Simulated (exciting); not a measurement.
# TePd (P-6m2) in exciting: reference runs

Aim: a first look at TePd with PBEsol, on the cell as given.

All numbers are computed with exciting (release sodium); they aren't measurements. Logs are shortened: lines on timing, memory, paths and dates and some standing lists are left out, and cuts for length are marked.

## (1) The crystal as given

It takes space group P-6m2 (No. 187, hexagonal). The conventional cell has a = 4.035 Å, b = 4.035 Å, c = 3.938 Å, α = 90.00°, β = 90.00°, γ = 120.00°. Pd (site symmetry -6m2) is surrounded by 6 Te at 3.05 Å. Te (site symmetry -6m2) is surrounded by 6 Pd at 3.05 Å.

Measurements of this composition are mostly on another form, of space group No. 194.

## (2) Single point, PBEsol

The input, input.xml:

```xml
<input>
  <title>TePd</title>
  <structure speciespath="./" tshift="false">
    <crystal scale="1">
      <basevect>7.624614697815 0.000000000000 0.000000000000</basevect>
      <basevect>-3.812307348908 6.603110013066 0.000000000000</basevect>
      <basevect>0.000000000000 0.000000000000 7.441246181559</basevect>
    </crystal>
    <species speciesfile="Pd.xml" rmt="2.3">
      <atom coord="0.000000000000 0.000000000000 0.000000000000"/>
    </species>
    <species speciesfile="Te.xml" rmt="2.3">
      <atom coord="0.666666666667 0.333333333333 0.500000000000"/>
    </species>
  </structure>
  <groundstate do="fromscratch" ngridk="8 8 7" rgkmax="9" gmaxvr="14" lmaxapw="10" lmaxmat="10" lmaxvr="8" xctype="GGA_PBE_SOL" stype="Fermi Dirac" swidth="0.00183747" nempty="14" ValenceRelativity="iora*" epsengy="1e-05" epspot="1e-05" maxscl="60" tforce="true" outputlevel="normal"/>
</input>
```

Potentials or basis: all-electron LAPW+lo, shipped species files, valence relativity iora*.

Launch:

```console
$ OMP_NUM_THREADS=1 exciting_smp
```

INFO.OUT:

```text
================================================================================
EXCITING SODIUM started
[... 10 lines left out ...]

 Lattice vectors (cartesian) :
      7.6246146978      0.0000000000      0.0000000000
     -3.8123073489      6.6031100131      0.0000000000
      0.0000000000      0.0000000000      7.4412461816

 Reciprocal lattice vectors (cartesian) :
      0.8240659438      0.4757746952     -0.0000000000
      0.0000000000      0.9515493903      0.0000000000
      0.0000000000     -0.0000000000      0.8443727239

 Unit cell volume                           :     374.6382427156
 Brillouin zone volume                      :       0.6621059603

 Species :    1 (Pd)
     parameters loaded from                 :    Pd.xml
     name                                   :    palladium
     nuclear charge                         :     -46.00000000
     electronic charge                      :      46.00000000
     atomic mass                            :  193991.79260000
     muffin-tin radius                      :       2.30000000
     # of radial points in muffin-tin       :     350

     atomic positions (lattice) :
       1 :   0.00000000  0.00000000  0.00000000

 Species :    2 (Te)
     parameters loaded from                 :    Te.xml
     name                                   :    tellurium
     nuclear charge                         :     -52.00000000
     electronic charge                      :      52.00000000
     atomic mass                            :  232600.57070000
     muffin-tin radius                      :       2.30000000
     # of radial points in muffin-tin       :     400

     atomic positions (lattice) :
       1 :   0.66666667  0.33333333  0.50000000

 Total number of atoms per unit cell        :       2

 Spin treatment                             :    spin-unpolarised

 Number of Bravais lattice symmetries       :      24
 Number of crystal symmetries               :      12

 k-point grid                               :       8    8    7
 Total number of k-points                   :      60
 k-point set is reduced with crystal symmetries

 R^MT_min * |G+k|_max (rgkmax)              :       9.00000000
 Species with R^MT_min                      :       1 (Pd)
 Maximum |G+k| for APW functions            :       3.91304348
 Maximum |G| for potential and density      :      14.00000000

 G-vector grid sizes                        :      36    36    36
 Total number of G-vectors                  :   17337

 Maximum angular momentum used for
     APW functions                          :      10
     computing H and O matrix elements      :      10
     potential and density                  :       8
     inner part of muffin-tin               :       2

 Total nuclear charge                       :     -98.00000000
 Total electronic charge                    :      98.00000000
 Total core charge                          :      64.00000000
 Total valence charge                       :      34.00000000

 Number of empty states                     :      14
 Total number of valence states             :      32

 Maximum Hamiltonian size                   :     432
 Maximum number of plane-waves              :     405
 Total number of local-orbitals             :      27

 Exchange-correlation type                  :      22
[... 23 lines left out ...]
+ SCF iteration number :    1                                                  +
++++++++++++++++++++++++++++++++++++++++++++++++++++++++++++++++++++++++++++++++
 Total energy                               :    -11813.04917581
 _______________________________________________________________
 Fermi energy                               :         0.23616873
 Kinetic energy                             :     12466.98510125
 Coulomb energy                             :    -23965.96185306
 Exchange energy                            :      -308.14125093
 Correlation energy                         :        -5.93117307

 DOS at Fermi energy (states/Ha/cell)       :        53.07428515

 Electron charges :
     core                                   :        64.00000000
     core leakage                           :         0.00213987
     valence                                :        34.00000000
     interstitial                           :         5.62094459
     charge in muffin-tin spheres :
                  atom     1    Pd          :        43.21643471
                  atom     2    Te          :        49.16262070
     total charge in muffin-tins            :        92.37905541
     total charge                           :        98.00000000

++++++++++++++++++++++++++++++++++++++++++++++++++++++++++++++++++++++++++++++++
+ SCF iteration number :    2                                                  +
++++++++++++++++++++++++++++++++++++++++++++++++++++++++++++++++++++++++++++++++
 Total energy                               :    -11844.54772366
 _______________________________________________________________
 Fermi energy                               :         0.19278851
 Kinetic energy                             :     12448.59673512
 Coulomb energy                             :    -23978.02981500
 Exchange energy                            :      -309.16880573
 Correlation energy                         :        -5.94583804

 DOS at Fermi energy (states/Ha/cell)       :        44.85934320

 Electron charges :
     core                                   :        64.00000000
     core leakage                           :         0.00215329
     valence                                :        34.00000000
     interstitial                           :         4.84907883
     charge in muffin-tin spheres :
                  atom     1    Pd          :        44.50967414
                  atom     2    Te          :        48.64124704
     total charge in muffin-tins            :        93.15092117
     total charge                           :        98.00000000
[... 412 lines left out ...]
++++++++++++++++++++++++++++++++++++++++++++++++++++++++++++++++++++++++++++++++
+ SCF iteration number :   17                                                  +
++++++++++++++++++++++++++++++++++++++++++++++++++++++++++++++++++++++++++++++++
 Total energy                               :    -11838.62051390
 _______________________________________________________________
 Fermi energy                               :         0.18792117
 Kinetic energy                             :     12450.99800354
 Coulomb energy                             :    -23974.76371957
 Exchange energy                            :      -308.91335383
 Correlation energy                         :        -5.94144404

 DOS at Fermi energy (states/Ha/cell)       :        52.42025985

 Electron charges :
     core                                   :        64.00000000
     core leakage                           :         0.00210386
     valence                                :        34.00000000
     interstitial                           :         4.99562917
     charge in muffin-tin spheres :
                  atom     1    Pd          :        44.14423074
                  atom     2    Te          :        48.86014009
     total charge in muffin-tins            :        93.00437083
     total charge                           :        98.00000000

 RMS change in effective potential (target) :  0.534866E-09  ( 0.100000E-04)
 Absolute change in total energy   (target) :  0.369469E-06  ( 0.100000E-04)
 Charge distance                   (target) :  0.196316E-09  ( 0.100000E-04)
 Abs. change in max-nonIBS-force   (target) :   0.00000      ( 0.500000E-04)

++++++++++++++++++++++++++++++++++++++++++++++++++++++++++++++++++++++++++++++++
| Convergency criteria checked for the last 2 iterations                       +
| Convergence targets achieved. Performing final SCF iteration                 +
++++++++++++++++++++++++++++++++++++++++++++++++++++++++++++++++++++++++++++++++
 Total energy                               :    -11838.62051378
 _______________________________________________________________
 Fermi energy                               :         0.18792117
 Kinetic energy                             :     12450.99800361
 Coulomb energy                             :    -23974.76371952
 Exchange energy                            :      -308.91335383
 Correlation energy                         :        -5.94144404

 DOS at Fermi energy (states/Ha/cell)       :        52.42025982

 Electron charges :
     core                                   :        64.00000000
     core leakage                           :         0.00210386
     valence                                :        34.00000000
     interstitial                           :         4.99562917
     charge in muffin-tin spheres :
                  atom     1    Pd          :        44.14423074
                  atom     2    Te          :        48.86014009
     total charge in muffin-tins            :        93.00437083
     total charge                           :        98.00000000

++++++++++++++++++++++++++++++++++++++++++++++++++++++++++++++++++++++++++++++++
+ Self-consistent loop stopped                                                 +
++++++++++++++++++++++++++++++++++++++++++++++++++++++++++++++++++++++++++++++++
 STATE.OUT is written

--------------------------------------------------------------------------------
- Writing atomic positions and forces                                          -
--------------------------------------------------------------------------------

 Atomic positions (lattice) :
 atom     1  Pd  :     0.00000000    0.00000000    0.00000000
 atom     2  Te  :     0.66666667    0.33333333    0.50000000

 Total atomic forces including IBS (cartesian) :
 atom     1  Pd  :     0.00000000   -0.00000000    0.00000000
 atom     2  Te  :    -0.00000000    0.00000000    0.00000000

 Atomic force components including IBS (cartesian) :
 atom     1  Pd  :     0.00000000   -0.00000000    0.00000000   HF force
                 :    -0.00000000    0.00000000    0.00000000   core correction
                 :     0.00000000    0.00000000    0.00000000   IBS correction
 atom     2  Te  :     0.00000000    0.00000000    0.00000000   HF force
                 :     0.00000000   -0.00000000    0.00000000   core correction
                 :    -0.00000000   -0.00000000    0.00000000   IBS correction

********************************************************************************
* Groundstate module stopped                                                   *
********************************************************************************

================================================================================
| EXCITING SODIUM stopped                                                      =
================================================================================
```

It took 2.5 min on 1 thread of AMD EPYC 7R43 (Zen 3), shared host; peak memory 0.15 GiB.

Results:

```yaml
Free_energy: -322145.2908 eV
Band_gap_on_the_k_mesh: none (metal or under the smearing width)
All_electrons_inside_the_program's_atomic_spheres: Pd 44.14; Te 48.86 (radii Pd 2.3, Te 2.3 bohr)
```

Levels at points of the mesh, in eV from the Fermi level:
| k point | band 14 | band 15 | band 16 | band 17 | band 18 | band 19 | band 20 | band 21 |
| --- | --- | --- | --- | --- | --- | --- | --- | --- |
| (0.00, 0.00, 0.00) | -1.88 | -1.88 | -1.08 | 0.77 | 0.77 | 1.54 | 6.15 | 6.73 |
| (0.50, 0.00, 0.00) | -1.94 | -1.90 | -1.32 | -0.97 | 1.20 | 3.15 | 5.84 | 7.20 |

Caveat: the log's total energy holds no entropy term; the free energy is that total less TS from the occupations.
